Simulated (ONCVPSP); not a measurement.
# Chlorine: generating and testing an ONCV potential

Aim: build the potential from the settings below, then test how well it stands in for the atom: other configurations, scattering, ghost states and the plane-wave cutoff that it needs.

Program: ONCVPSP 4.0.1.1 (patched build). Reference atom: PBE, scalar-relativistic, spherical and spin-unpolarised. All values are calculated.

## 1. The design

Typed settings, in words:

```
element                 : chlorine (Cl, Z = 17)
type                    : optimised norm-conserving Vanderbilt (ONCV)
frozen core             : [Ne]
valence charge          : 7
reference configuration : 3s2 3p2 (charge +3)
partial waves           : 3s: rc 1.25 bohr, ncon 3, nbas 7, qcut 5.9 1/bohr, 2 projectors, debl 3.8 Ha; 3p: rc 1.25 bohr, ncon 4, nbas 7, qcut 7.7 1/bohr, 3 projectors, debl 0.7 Ha; d scattering state at 0.2 Ha: rc 1.00 bohr, ncon 4, nbas 7, qcut 10 1/bohr, 2 projectors, debl 2.3 Ha
local potential         : polynomial inside 0.80 bohr (lpopt 5, dvloc0 0 Ha)
core correction         : Teter function fitted to the true core (icmod 2), fcfact 0.45
```

An earlier all-electron run gives the scale for the radii.

All-electron outer shells of the reference configuration (PBE, scalar-relativistic, ld1.x):

| shell | level (eV) | outermost node (bohr) | outermost maximum (bohr) |
| --- | --- | --- | --- |
| 2s | -297.61 | 0.12 | 0.36 |
| 2p | -236.72 | – | 0.30 |
| 3s | -58.88 | 0.55 | 1.23 |
| 3p | -45.11 | 0.52 | 1.31 |

## 2. Generating the potential

Cl.dat

```
# ATOM AND REFERENCE CONFIGURATION
# atsym  z   nc   nv     iexc    psfile
  Cl 17.00    3    2        4      upf
#
#   n    l    f
    1    0    2.00
    2    0    2.00
    2    1    6.00
    3    0    2.00
    3    1    2.00
#
# PSEUDOPOTENTIAL AND OPTIMIZATION
# lmax
    2
#
#   l,   rc,      ep,       ncon, nbas, qcut
    0    1.25    0.00    3    7    5.90
    1    1.25    0.00    4    7    7.70
    2    1.00    0.20    4    7   10.00
#
# LOCAL POTENTIAL
# lloc, lpopt,  rc(5),   dvloc0
    4    5    0.80    0.00
#
# VANDERBILT-KLEINMAN-BYLANDER PROJECTORs
# l, nproj, debl
    0    2    3.80
    1    3    0.70
    2    2    2.30
#
# MODEL CORE CHARGE
# icmod, fcfact, rcfact
    2    0.45    1.15
#
# LOG DERIVATIVE ANALYSIS
# epsh1, epsh2, depsh
   -4.00    5.00    0.02
#
# OUTPUT GRID
# rlmax, drl
    6.00    0.01
#
# TEST CONFIGURATIONS
# ncnf
    4
# nvcnf
#   n    l    f
    2
    3    0    2.00
    3    1    5.00
#
    2
    3    0    2.00
    3    1    4.00
#
    2
    3    0    2.00
    3    1    3.00
#
    2
    3    0    2.00
    3    1    4.50
#
```

Launch:

```
oncvpsp.x < Cl.dat > Cl.out
```

Q: Predict the outcome of this session. Wanted: cutoffs for 1 and 0.1 mHa per electron, occupied waves; bound ghosts; GHOST(+) flags; largest test error; largest phase difference near zero energy, channels read; rms error of d²Exc/dn², without and with the model core; projector energies reset by the program.

The runs gave:

```
                                                quantity                                           value
  cutoffs for 1 and 0.1 mHa per electron, occupied waves                                 16 Ha and 43 Ha
                                            bound ghosts                                 p at -190.80 eV
                                          GHOST(+) flags          s at 149 eV, p at 884 eV, p at 1938 eV
                            largest test error (AE − PS)                            +68 meV, for 3s2 3p5
largest phase difference near zero energy, channels read                                       0.000 rad
 rms error of d²Exc/dn², without and with the model core                               2.86 and 1.80 mHa
                 projector energies reset by the program  p: -1.658, 0.250, 0.950 Ha; d: 0.050, 2.350 Ha
```

In words: It has a bound ghost (p), a state that the atom doesn't have, and that rules the file out. By total energies transferability is fair: the largest error is 68 meV on 77.6 eV, for 3s2 3p5. That test lies far up in energy; among those under 40 eV, nearer to bonding, the largest error is 18 meV. By its cutoff, 16 Ha for the looser tolerance, it is soft on the atom at that tolerance. The tighter tolerance needs 43 Ha, and converged work needs a cutoff nearer that. That counts occupied waves only; other projectors can need more. Near zero energy the phases of the channels with partial waves agree within 0.001 rad. The program also flags highly localised states, GHOST(+) (s, p).
